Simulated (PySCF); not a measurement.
# C4H6FGaO2: the cost of one run

Computed with PySCF 2.14.0, with density-fitted response routines of our own, on a single molecule in the gas phase. Atoms count from 0, in the outputs and in this text.

## Step 1: The starting structure

14 atoms, charge 0, multiplicity 1; geometry from: GFN2-xTB.

Bonds of the start (Å): F0–C1 1.38, C1–C2 1.50, C2–C3 1.40, C3–O4 1.26, O4–Ga5 1.95, Ga5–O6 1.95, O6–C7 1.26, C7–C2 1.39, C1–H8 1.09, C1–H9 1.09, C3–H10 1.10, Ga5–H11 1.54, Ga5–H12 1.53, C7–H13 1.10.

## Step 2: J couplings: B3LYP/pcSseg-1+pcJ-1

Job settings and geometry (Å):

```
{"job": {"kind": "j", "xc": "B3LYP", "basis": "pcJ-1"}, "charge": 0, "multiplicity": 1}
F     -2.652056     0.048726    -1.256712
C     -2.187585     0.011829     0.042455
C     -0.685922     0.002498     0.061877
C     -0.001379    -1.205545    -0.073908
O      1.250939    -1.356950    -0.105274
Ga     2.660715    -0.018309     0.013789
O      1.270925     1.342044     0.102022
C      0.016083     1.206463     0.111731
H     -2.591693     0.899531     0.538196
H     -2.604794    -0.895419     0.490226
H     -0.603460    -2.121207    -0.167533
H      3.322335    -0.120601     1.396175
H      3.377062     0.071841    -1.339325
H     -0.571849     2.134626     0.164115
```

With the program's defaults for keys left out, this is: B3LYP/pcJ-1 Ga:pcSseg-1 indirect spin-spin coupling, non-relativistic, gas phase.

The run is started by

```
OMP_NUM_THREADS=1 python probes_run.py task.json out
```

The driver reads the jobs from task.json and runs them one after another.

Q: Estimate the wall time and peak memory of this job on 1 thread of Arm Neoverse N1, shared host.

About 2.8 min, with a peak of 1.2 GiB.
